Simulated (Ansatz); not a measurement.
# AlBr2 (SMILES [Br][Al][Br]): levels of theory compared

Aim: a comparison of 4 runs (UHF/STO-3G, UHF/3-21G, UB3LYP/6-31G*, UPBE/cc-pVTZ) of AlBr2. 

Program for the calculation: Ansatz 0.2.0.

14 further runs of the same task are left out: 14 set aside as unsound or not needed. Runs told in other sessions of the task aren't counted.

**1. The molecule**

The species is AlBr2 (3 atoms), meant as a doublet with charge 0. As SMILES, `[Br][Al][Br]`. The Al2–Br3 distance was set to 3.400 Å, away from the relaxed value. At this shape a bond of the SMILES string is far longer than usual.

Bond lengths: Br1–Al2 2.266 Å.

**2. A single-point energy at UHF/STO-3G (run 1)**

File job.yaml:

```yaml
crystal:
  periodic: [false, false, false]
  atoms:
    - {symbol: Br, position_ang: [1.484944, 2.280197, 1.050896]}
    - {symbol: Al, position_ang: [1.446944, 0.028497, 0.796696]}
    - {symbol: Br, position_ang: [-1.186900, -1.412700, -0.797800]}
basis:
  gaussian:
    orbitals: STO-3G
magnetization:
  spin_polarized: true
  initial_magnetization: 1
hamiltonian:
  xc: hf
accuracy: high
output: {orbitals: {seedname: orbitals}}
```

Command:

```console
$ ansatz run job.yaml --threads 1 --pin off --max-ram 2610MiB --events-out events.jsonl --progress --plain --runs-dir runs
```

What it wrote:

```text
Warning: RAYON_NUM_THREADS=1 ignored (pool sized by the plan → 1); use --threads N
Functional definition: HF
  name "HF"
  exchange = exact_x
  correlation = 0
583 factors; integrals over basis functions are off by at most 5.3e-9 eV
mean field evaluation 1: about -144987.6407 eV, gradient 1.2e1 eV
mean field evaluation 2: about -144987.6791 eV, gradient 1.2e1 eV
mean field evaluation 4: about -144991.3074 eV, gradient 3.0e0 eV
mean field evaluation 8: about -144992.0522 eV, gradient 3.7e-2 eV
mean field evaluation 16: about -144992.0504 eV, gradient 2.8e-8 eV
mean field evaluation 32: about -144991.9420 eV, gradient 3.9e-2 eV
mean field evaluation 64: about -144991.9356 eV, gradient 2.4e-1 eV
mean field evaluation 96: about -144988.2202 eV, gradient 8.7e-1 eV
mean field evaluation 128: about -144992.0504 eV, gradient 5.5e-6 eV
mean field -144992.05043257 eV, -5328.3595742555 hartree, gradient 2.8e-8 eV, S^2 0.767546; 4 other end points of the search recorded, 0 dependent functions left out
reference -144992.05043257 eV, -5328.3595742555 hartree; 42, 41 occupied and 3, 4 virtual orbitals, 583 factors
Total energy: -144992.05043257 eV, -5328.3595742555 hartree
```

Wall time 2.4 s (1 thread of Arm Neoverse V2, shared host); peak memory 0.14 GiB.

**3. The energy at UHF/3-21G (run 2)**

File in.yaml:

```yaml
crystal:
  periodic: [false, false, false]
  atoms:
    - symbol: Br
      position_ang: [1.484944, 2.280197, 1.050896]
    - symbol: Al
      position_ang: [1.446944, 0.028497, 0.796696]
    - symbol: Br
      position_ang: [-1.186900, -1.412700, -0.797800]
basis:
  gaussian:
    orbitals: 3-21G-spherical.json
magnetization:
  spin_polarized: true
  initial_magnetization: 1
hamiltonian:
  xc: hf
accuracy: high
output: {orbitals: {seedname: orbitals}}
```

The basis set 3-21G is read from a file made from the Basis Set Exchange's data (not shown).

Command:

```console
$ ansatz run in.yaml --threads 1 --pin off --max-ram 2610MiB --events-out events.jsonl --progress --plain --runs-dir runs
```

What it wrote, shortened:

```text
Warning: RAYON_NUM_THREADS=1 ignored (pool sized by the plan → 1); use --threads N
Functional definition: HF
  name "HF"
[...]
852 factors; integrals over basis functions are off by at most 4.8e-9 eV
[...]
mean field -145873.00607683 eV, -5360.7340970486 hartree, gradient 3.0e-8 eV, S^2 0.862315; 4 other end points of the search recorded, 0 dependent functions left out
reference -145873.00607683 eV, -5360.7340970486 hartree; 42, 41 occupied and 15, 16 virtual orbitals, 852 factors
Total energy: -145873.00607683 eV, -5360.7340970486 hartree
```

It took 6 s on 1 thread of Arm Neoverse V2, shared host; peak memory 0.2 GiB.

Run 3 isn't shown in full; the table further down has it.

**4. A single-point energy at UPBE/cc-pVTZ (run 4)**

job.yaml: that of step 2 with these lines changed.

```diff
@@ -8,3 +8,3 @@
   gaussian:
-    orbitals: STO-3G
+    orbitals: cc-pVTZ
 magnetization:
@@ -13,3 +13,3 @@
 hamiltonian:
-  xc: hf
+  xc: pbe
 accuracy: high
```

Command:

```console
$ ansatz run job.yaml --threads 1 --pin off --max-ram 2610MiB --events-out events.jsonl --progress --plain --runs-dir runs
```

What it wrote:

```text
Warning: RAYON_NUM_THREADS=1 ignored (pool sized by the plan → 1); use --threads N
Functional definition: PBE
  name "PBE"
  parameter kappa = 0.804
  parameter beta = 0.06672455060314922
  exchange = pbe_x(kappa = kappa, mu = beta*pi^2/3)
  correlation = pbe_c(beta = beta)
1659 factors; integrals over basis functions are off by at most 4.2e-9 eV
mean field evaluation 1: about -146665.8652 eV, gradient 1.5e1 eV
mean field evaluation 2: about -146535.0046 eV, gradient 9.9e1 eV
mean field evaluation 4: about -146666.1904 eV, gradient 1.3e1 eV
mean field evaluation 8: about -146668.4842 eV, gradient 5.4e-1 eV
mean field evaluation 16: about -146668.4856 eV, gradient 1.3e-3 eV
mean field evaluation 32: about -146666.7826 eV, gradient 9.1e0 eV
mean field evaluation 64: about -146667.9334 eV, gradient 5.6e0 eV
mean field -146668.48555790 eV, -5389.9674287825 hartree, gradient 3.0e-8 eV, S^2 0.759554; 8 other end points of the search recorded, 0 dependent functions left out
reference -146668.48556064 eV, -5389.9674288835 hartree; 42, 41 occupied and 78, 79 virtual orbitals, 1659 factors
Total energy: -146668.48556064 eV, -5389.9674288835 hartree
```

It took 40 s on 1 thread of Arm Neoverse V2, shared host; peak memory 0.35 GiB.

**5. The series**

```
run                                level  Cartesian functions   energy (Eh)  HOMO energy (eV)  LUMO energy (eV)   ⟨S²⟩  wall time
  1                           UHF/STO-3G                   no  -5328.359574             -5.40              2.35  0.768      2.4 s
  2                            UHF/3-21G                   no  -5360.734097             -9.14             -1.51  0.862        6 s
  3  UB3LYP/6-31G* (Cartesian functions)                  yes  -5390.235750             -7.25             -5.43  0.765       40 s
  4                         UPBE/cc-pVTZ                   no  -5389.967429             -6.22             -5.81  0.760       40 s
```

**6. Summary of results**

```
                                 quantity           value
                      run 4: total energy  -5389.96743 Eh
run 4: HOMO energy (highest over α and β)        -6.22 eV
 run 4: LUMO energy (lowest over α and β)        -5.81 eV
                              run 4: ⟨S²⟩           0.760
```

Totals of different functionals can't be ranked against each other. In run 1 the basis is minimal, so the values are rough. Spin contamination of the reference: run 2 ⟨S²⟩ = 0.86. All runs together took 88 s, the longest 40 s.
